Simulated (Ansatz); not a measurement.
What does this script print? It uses Ansatz 0.2.0, Python API.

`run_scan.py`:
```python
"""Potential curve of CH3FOZn along one bond."""

import ansatz as az
import numpy as np

BASIS_SET = "def2-SVP"
FUNCTIONAL = "b3lyp"
VDW = "d4"

mol = (
    az.Crystal.molecule()
    .atom("O", (-0.061, 1.149, -0.857))
    .atom("C", (0.2842, 0.3343, 0.156))
    .atom("Zn", (0.3927, -1.5711, 0.2105))
    .atom("F", (-1.129, -1.7721, 0.4509))
    .atom("H", (-1.0379, 0.9161, -1.092))
    .atom("H", (0.2669, 0.8968, 1.1228))
    .atom("H", (1.3453, -0.0211, -0.0369))
)

symbols = [site.symbol for site in mol.cartesian_sites]
start = np.array([site.position_ang for site in mol.cartesian_sites])
axis = (start[0] - start[1]) / np.linalg.norm(start[0] - start[1])
moving = [0, 4]
lengths, energies = [1.14, 1.24, 1.35, 1.48, 1.68, 2.02, 2.42, 2.96], []
for length in lengths:
    xyz = start.copy()
    xyz[moving] += (length - np.linalg.norm(start[0] - start[1])) * axis
    point = az.Crystal.molecule()
    for symbol, place in zip(symbols, xyz):
        point = point.atom(symbol, place.tolist())
    calc = point.calculation()
    calc = calc.basis(gaussian=BASIS_SET)
    calc = calc.functional(FUNCTIONAL, dispersion=VDW)
    r = calc.run(threads=1, backend="cpu").report
    energies.append(r["free_energy_ev"])
    print(f"r = {length:6.3f} A  E = {energies[-1]:.5f} eV  <S^2> = {abs(r['mean_field']['state']['spin_squared']):.3f}")

print("energy above the lowest point (eV):", [round(e - min(energies), 3) for e in energies])
```

Output of `python run_scan.py`:
```text
r =  1.140 A  E = -54253.29427 eV  <S^2> = 0.000
r =  1.240 A  E = -54254.74317 eV  <S^2> = 0.000
r =  1.350 A  E = -54255.31430 eV  <S^2> = 0.000
r =  1.480 A  E = -54255.25124 eV  <S^2> = 0.000
r =  1.680 A  E = -54254.49510 eV  <S^2> = 0.000
r =  2.020 A  E = -54252.85811 eV  <S^2> = 0.000
r =  2.420 A  E = -54251.29429 eV  <S^2> = 0.000
r =  2.960 A  E = -54250.00624 eV  <S^2> = 0.000
energy above the lowest point (eV): [2.02, 0.571, 0.0, 0.063, 0.819, 2.456, 4.02, 5.308]
```

Total energies depend on the basis set; only differences at equal settings carry meaning. The rest of the molecule is held rigid at a force-field or estimated start geometry, and the basis set is modest; single-reference methods fail as a bond breaks. b3lyp holds the VWN-RPA fit, as in Gaussian; the form of ORCA and Turbomole is b3lyp5. The orbitals are restricted, so S² is zero by construction. Toward dissociation an unrestricted state can lie under the restricted one, by tenths of an eV for polar bonds under a functional and by 1 to 2 eV or more for others. Run time: 30 s on 1 thread of Arm Neoverse V1 (shared host), peak memory 0.24 GiB.
